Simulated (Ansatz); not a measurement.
This was printed by a script on the Python package of Ansatz (0.2.0), for a comparison of functionals at one structure of KC, space group C2/c. What did the script look like? Settings (first run): PBE, PAW, cutoff 320 eV, 5×5×3 k-points, Gaussian smearing of 0.3 eV. The script varies functional: pbe, revpbe, r2scan, rpbe, pbesol.

```
CELL_PARAMETERS angstrom
3.77840 -2.18390 0.00000
3.77840 2.18390 0.00000
-2.48369 0.00000 7.12282
ATOMIC_POSITIONS crystal
K 0.75849 0.24151 0.75000
K 0.24151 0.75849 0.25000
C 0.00000 0.50000 0.50000
C 0.50000 0.00000 0.00000
```

```console
$ python kc_xc.py
DeckWarning: basis.ecutwfc = 320 eV is below the records' recommended 420 eV, and the density's cutoff is lower with it unless basis.ecutrho_ratio is high enough to keep the records' density cutoff: compare with a run at a higher cutoff
DeckWarning: basis.ecutwfc = 320 eV is below the records' recommended 500 eV, and the density's cutoff is lower with it unless basis.ecutrho_ratio is high enough to keep the records' density cutoff: compare with a run at a higher cutoff
  functional   F/atom (eV)    iterations       P (GPa)      k-points
         pbe    -891.53792             6        -1.187            24
      revpbe    -893.60448             7        -0.128            24
      r2scan    -894.14773             7        -1.710            24
        rpbe    -894.40491             7         0.154            24
      pbesol    -878.40383             7        -2.221            24
```
(Warnings from the package without file and line.)

The script that was run (others could print the same):

The script, `kc_xc.py`:
```python
"""One structure of KC under several functionals."""

import ansatz
import numpy as np

vectors = np.array([
    [3.778402, -2.183903, 0.0],
    [3.778402, 2.183903, 0.0],
    [-2.483686, 0.0, 7.122821],
])
crystal = (
    ansatz.Lattice.of(vectors)
    .atom("K", (0.758491, 0.241509, 0.75))
    .atom("K", (0.241509, 0.758491, 0.25))
    .atom("C", (0.0, 0.5, 0.5))
    .atom("C", (0.5, 0.0, 0.0))
)

setup = (
    crystal.calculation()
    .basis(320)
    .kpoints(5, 5, 3)
    .occupations("gaussian", width=0.3)
    .scf(max_iterations=100, extra_bands=8)
    .stress()
)

rows = []
for value in ["pbe", "revpbe", "r2scan", "rpbe", "pbesol"]:
    summary = setup.functional(value).run(threads=1, backend="cpu").report
    rows.append((value, summary["free_energy_ev"] / len(summary["lattice"]["sites"]), summary["n_iterations"], sum(summary["stress_gpa"][i][i] for i in range(3)) / 3, summary["n_kpoints"]))

print("  functional   F/atom (eV)    iterations       P (GPa)      k-points")
for row in rows:
    print(f"{str(row[0]):>12s}  {row[1]:12.5f}  {row[2]:12d}  {row[3]:12.3f}  {row[4]:12d}")
```

Reading the output:
- The cutoff lies under the one recommended for these potentials.
- Under the recommended cutoff a pressure can be off by several GPa, even in sign.
- For a metal this k-point mesh is coarse: on a finer one energies can move by several to tens of meV an atom and pressures by half a GPa or more, differences at one mesh by less.
- The free energy holds a sizeable smearing term, which stands for no physical temperature.
- Pressure is positive in compression.
- The structure comes from a database of computed cells and needn't be a stable or known phase.
- Total energies of different functionals can't be compared; pressures, moments and gaps at this one structure can.
- Hardware and time: 11 s on 1 thread of Arm Neoverse V2, on a shared host, peak memory 0.52 GiB.
